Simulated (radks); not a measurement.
# Valence configurations of Ru³⁺

An exercise on one series of results from a longer session: the logs are not shown, and one member is left open.

Program: radks (a radial shooting solver on a logarithmic mesh, Libxc functionals) version 1. Level of theory: Dirac Kohn-Sham, PBE, spin-unpolarised, spherical densities, point nucleus; open shells are shared between the two j in proportion to 2j + 1. These are calculated values, not measurements, unless marked.

## The atom as given

* element: ruthenium (Z = 44)
* charge: +3
* electrons: 41
* configuration: [Kr] 4d5
* others tried: 4d4 5s1; 4d4 5p1; 4d3.5 5s1.5; 4d3 5s1 5p1; 4d3 5p2; 4d4.5 5s0.5; 4d4 5s0.5 5p0.5; 4d3 5s2; 4d3.5 5s0.5 5p1

Outer shells as boxes (Hund's rule):

Ru³⁺
```
[Kr] core
4d [↑ ][↑ ][↑ ][↑ ][↑ ]
```

Set-up of the first run:

Settings of this run:

```text
Z 44
configuration [Kr] 4d5
relativity Dirac
functional pbe,pbe
spin unpolarised
j_filling average
nucleus point
c 137.035999084
```

Among the steps run: [Kr] 4d5.

One table of the session follows, with a row left open; its other results are not shown here.

It belongs to the step «[Kr] 4d5». Sizes of the orbitals, from the radial functions (bohr):

| level | <r> | outermost maximum (interpolated) | 90 % within | nodes |
| --- | --- | --- | --- | --- |
| 3p3/2 | 0.4062 | 0.358 | 0.613 | 1 |
| 3d3/2 | 0.3820 | 0.299 | 0.608 | 0 |
| 3d5/2 | 0.3855 | 0.302 | 0.613 | 0 |
| 4s1/2 | 1.010 | 0.913 | 1.47 | 3 |
| 4p1/2 | 1.089 | 0.962 | 1.61 | 2 |
| 4p3/2 | 1.118 | 0.986 | 1.65 | 2 |
| 4d3/2 | ? | ? | ? | ? |
| 4d5/2 | 1.444 | 1.17 | 2.24 | 1 |

Estimate the missing values for 4d3/2.

The run gave: <r>: 1.431; outermost maximum (interpolated): 1.16; 90 % within: 2.22; nodes: 1. In the column «<r>» it lies between 4p3/2 (1.118) and 4d5/2 (1.444).
